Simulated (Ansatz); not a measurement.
# CH₃NSn, SMILES N#[C][SnH3]: a relaxed scan of one distance

Run with the Python package of Ansatz (0.2.0).

The script reads `ch3nsn.xyz`:
```text
6

N     2.14180   -0.95270    1.35060
C     1.17260   -0.51710    0.75210
Sn   -0.51540    0.19920   -0.32080
H    -0.14150    1.88030   -0.75610
H    -0.70480   -0.77120   -1.77030
H    -1.91060    0.09750    0.69820
```

Script `relaxed_scan.py`:
```python
'''Relaxed scan of one distance in CH3NSn.'''

import ansatz as az
import numpy as np

BASIS_SET = 'def2-SVP'
XC = 'B3LYP'


def main() -> None:
    system = az.Crystal.molecule_from_extxyz('ch3nsn.xyz')

    model = system.calculation()
    model = model.basis(gaussian=BASIS_SET)
    model = model.functional(XC)
    symbols = [site.symbol for site in system.cartesian_sites]
    pairs = [(0, 1), (1, 2), (2, 3), (2, 4), (2, 5)]
    print('held (A)   E (eV)        ', '  '.join(f'{symbols[i]}{i}-{symbols[j]}{j}' for i, j in pairs))
    for length in [1.12, 1.22, 1.32, 1.46, 1.65]:
        rep = model.relax(constraints=[az.DistanceConstraint((0, 1), at=length)], force_tolerance=0.02, max_steps=60).run(threads=1, pin='off').report
        xyz = np.array(rep['positions_ang'])
        print(f'{length:6.2f} {rep["free_energy_ev"]:14.5f}  ', '  '.join(f'{np.linalg.norm(xyz[i] - xyz[j]):.3f}' for i, j in pairs))


if __name__ == '__main__':
    main()
```

```console
$ python relaxed_scan.py
held (A)   E (eV)         N0-C1  C1-Sn2  Sn2-H3  Sn2-H4  Sn2-H5
DeckWarning: relax.constraints: the input's atoms, or those drawn, lie off the distances that are held; a relaxation that starts there is brought onto them ahead of its first SCF, by positions alone, an atom by 4.98e-2 Å at the most. With the symmetry detection on, the symmetry is detected on the input's atoms as so brought (as typed, where only the drawn atoms reach the distances), and notices that speak of the structure as typed mean those atoms
  1.12    -8405.73055   1.120  2.136  1.708  1.708  1.708
  1.22    -8405.66390   1.220  2.138  1.709  1.709  1.709
  1.32    -8404.74131   1.320  2.143  1.709  1.709  1.709
  1.46    -8402.83747   1.460  2.149  1.708  1.708  1.708
  1.65    -8400.06824   1.650  2.158  1.710  1.710  1.710
```
(Warnings from the package without file and line, repeats left out.)

Total energies depend on the basis set; only differences at equal settings carry meaning. The energies are electronic: no zero-point or thermal terms, and the basis set is short of its limit. def2 sets replace the cores of elements past krypton by effective core potentials. b3lyp holds the VWN-RPA fit, as in Gaussian; the form of ORCA and Turbomole is b3lyp5. Run time: 69 s on 1 thread of Arm Neoverse V1, with other jobs on the host, peak memory 0.22 GiB.
